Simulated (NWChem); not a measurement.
# One shape, several levels: SnF2 (SMILES [F][Sn][F])

Aim: a comparison of 3 runs (HF/3-21G, PBE/STO-3G, PBE/3-21G) of SnF2. 

The calculation is run with NWChem 7.3.0.

**1. Starting point**

SnF2 has 3 atoms, charge 0, and is taken as a singlet. As SMILES, `[F][Sn][F]`. Geometry: a GFN2-xTB relaxation, a rough one for these elements and not checked as a minimum.

Bond lengths: Sn1–F2 2.077 Å, Sn1–F3 2.076 Å. Angles: F2–Sn1–F3 102.6°.

**2. Energy and gradient at HF/3-21G (run 1)**

Contents of run.nw:

```
start run
title "F2Sn hf"
memory 2200 mb

geometry units atomic noautosym nocenter noautoz
Sn   0.00999665  -0.01428633  -1.63489656
F    3.05816268  -0.04011889   0.83726206
F   -3.06817823   0.05440522   0.79763450
end

basis spherical bse
* library 3-21G
end

scf
singlet
rhf
thresh 1e-08
maxiter 80
end

task scf gradient
```

On the command line:

```
$ nwchem run.nw > run.out
```

What it wrote:

```text
[...]
  functions       =    49
[...]
  wavefunction    = RHF
[...]
         Total SCF energy =  -6194.135479920448
      One-electron energy =  -9035.263811117638
      Two-electron energy =   2598.569721938094
 Nuclear repulsion energy =    242.558609259097
        Time for solution =      1.5s
[...]
                         RHF ENERGY GRADIENTS
    atom               coordinates                        gradient
                 x          y          z           x          y          z
   1 Sn      0.009997  -0.014286  -1.634897    0.000399  -0.000652  -0.074659
   2 F       3.058163  -0.040119   0.837262    0.061130  -0.000620   0.037749
   3 F      -3.068178   0.054405   0.797635   -0.061529   0.001272   0.036910
[...]
```

Run time: 2.4 s. Hardware: 1 thread of AMD EPYC 9R45 (Zen 5), shared host; peak memory 0.1 GiB.

**3. Energy and gradient at PBE/STO-3G (run 2)**

Contents of mol.nw:

```
start mol
memory 2200 mb
charge 0
geometry noautosym nocenter noautoz
  Sn     0.005290    -0.007560    -0.865150
  F      1.618310    -0.021230     0.443060
  F     -1.623610     0.028790     0.422090
end
basis spherical bse
  * library STO-3G
end
dft
  xc xpbe96 cpbe96
  grid xfine
  convergence energy 1e-08
  maxiter 100
  mulliken
end
task dft gradient
```

On the command line:

```
$ nwchem mol.nw > mol.out
```

What it wrote:

```text
[...]
          Wavefunction type:  closed shell.
          No. of atoms     :     3
          No. of electrons :    68
[...]
          Charge           :     0
          Spin multiplicity:     1
[...]
          AO basis - number of functions:    37
[...]
              XC Information
              --------------
          PerdewBurkeErnzerhof Exchange Functional  1.000
            Perdew 1991 LDA Correlation Functional  1.000 local
           PerdewBurkeErnz. Correlation Functional  1.000 non-local
[...]
 d= 0,ls=0.0,diis     1  -6160.9612152854 -6.40D+03  1.27D-01  7.97D-01     0.3
[...]
 d= 0,ls=0.0,diis    12  -6161.2894626399 -2.32D-09  4.14D-07  1.76D-10     2.5
         Total DFT energy =    -6161.289462639850
      One electron energy =    -9012.598940423115
           Coulomb energy =     2790.676312519708
    Exchange-Corr. energy =     -181.925461443374
 Nuclear repulsion energy =      242.558626706931
[...]
      Total Density - Mulliken Population Analysis
     ---------------------------------------------
    Atom       Charge   Shell Charges
 -----------   ------   -------------------------------------------------------
    1 Sn  50    49.68   2.00  2.00  6.00  2.00  5.99  2.00  5.96  1.88  1.85 10.00  9.99
    2 F    9     9.16   2.00  1.98  5.18
    3 F    9     9.16   2.00  1.98  5.18
[...]
  wavefunction    = closed shell
                         DFT ENERGY GRADIENTS
    atom               coordinates                        gradient
                 x          y          z           x          y          z
   1 Sn      0.009997  -0.014286  -1.634896    0.000252  -0.000444  -0.050936
   2 F       3.058162  -0.040119   0.837262    0.049082  -0.000537   0.025810
   3 F      -3.068178   0.054405   0.797634   -0.049335   0.000981   0.025126
[...]
```

It took 3.6 s on 1 thread of AMD EPYC 9R45 (Zen 5), shared host; peak memory 0.12 GiB.

**4. Energy and forces at PBE/3-21G (run 3)**

Contents of test.xyz:

```xyz
3

Sn     0.005290    -0.007560    -0.865150
F      1.618310    -0.021230     0.443060
F     -1.623610     0.028790     0.422090
```

Contents of test.nw:

```
start test
memory stack 880 mb heap 220 mb global 1100 mb
geometry units angstrom noautosym nocenter noautoz
  load format xyz test.xyz
end
basis spherical bse
  * library 3-21G
end
dft
  xc xpbe96 cpbe96
  grid xfine
  convergence energy 1e-08
  maxiter 100
  mulliken
  noprint "final vectors analysis"
end
task dft gradient
```

On the command line:

```
$ nwchem test.nw > test.out
```

What it wrote:

```text
[...]
          Wavefunction type:  closed shell.
          No. of atoms     :     3
          No. of electrons :    68
[...]
          Charge           :     0
          Spin multiplicity:     1
[...]
          AO basis - number of functions:    49
[...]
              XC Information
              --------------
          PerdewBurkeErnzerhof Exchange Functional  1.000
            Perdew 1991 LDA Correlation Functional  1.000 local
           PerdewBurkeErnz. Correlation Functional  1.000 non-local
[...]
 d= 0,ls=0.0,diis     1  -6196.5139752322 -6.44D+03  8.06D-02  1.48D+00     0.4
[...]
 d= 0,ls=0.0,diis    12  -6196.7313571055 -7.91D-11  3.45D-08  1.61D-12     2.9
         Total DFT energy =    -6196.731357105527
      One electron energy =    -9037.789364367496
           Coulomb energy =     2779.911755287992
    Exchange-Corr. energy =     -181.412374732955
 Nuclear repulsion energy =      242.558626706931
[...]
      Total Density - Mulliken Population Analysis
     ---------------------------------------------
    Atom       Charge   Shell Charges
 -----------   ------   -------------------------------------------------------
    1 Sn  50    49.30   2.00  2.00  6.00  2.00  5.99  2.00  5.94  1.16  0.98  0.77  0.48 10.00  9.99
    2 F    9     9.35   1.98  0.45  2.46  1.54  2.92
    3 F    9     9.35   1.98  0.45  2.46  1.54  2.92
[...]
  wavefunction    = closed shell
                         DFT ENERGY GRADIENTS
    atom               coordinates                        gradient
                 x          y          z           x          y          z
   1 Sn      0.009997  -0.014286  -1.634896    0.000207  -0.000385  -0.044168
   2 F       3.058162  -0.040119   0.837262    0.037978  -0.000395   0.022356
   3 F      -3.068178   0.054405   0.797634   -0.038185   0.000780   0.021812
[...]
```

Run time: 3.9 s. Hardware: 1 thread of AMD EPYC 9R45 (Zen 5), shared host; peak memory 0.12 GiB.

**5. All runs side by side**

| run | level | iteration cap | module | energy (Eh) | dipole moment (D) | HOMO energy (eV) | LUMO energy (eV) | wall time |
| --- | --- | --- | --- | --- | --- | --- | --- | --- |
| 1 | HF/3-21G | 80 | scf | -6194.135480 | 3.78 | -10.47 | -0.23 | 2.4 s |
| 2 | PBE/STO-3G | 100 | dft | -6161.289463 | 0.04 | -1.72 | 0.62 | 3.6 s |
| 3 | PBE/3-21G | 100 | dft | -6196.731357 | 2.28 | – | – | 3.9 s |

**6. Results**

| quantity | value |
| --- | --- |
| run 3: total energy | -6196.73136 Eh |
| run 3: dipole moment | 2.28 D |
| run 3: largest force on an atom | 2.271 eV/Å |

**Reading.** The dipole moment (its size) runs from 0.04 D (PBE/STO-3G) to 3.78 D (HF/3-21G). The two ends differ in method and basis. The two dipoles point in opposite directions. In run 2 the basis is minimal, so the values are rough. In runs 1, 2, 3 relativity is left out where basis or elements ask for it. All runs together took 9.9 s, the longest 3.9 s.
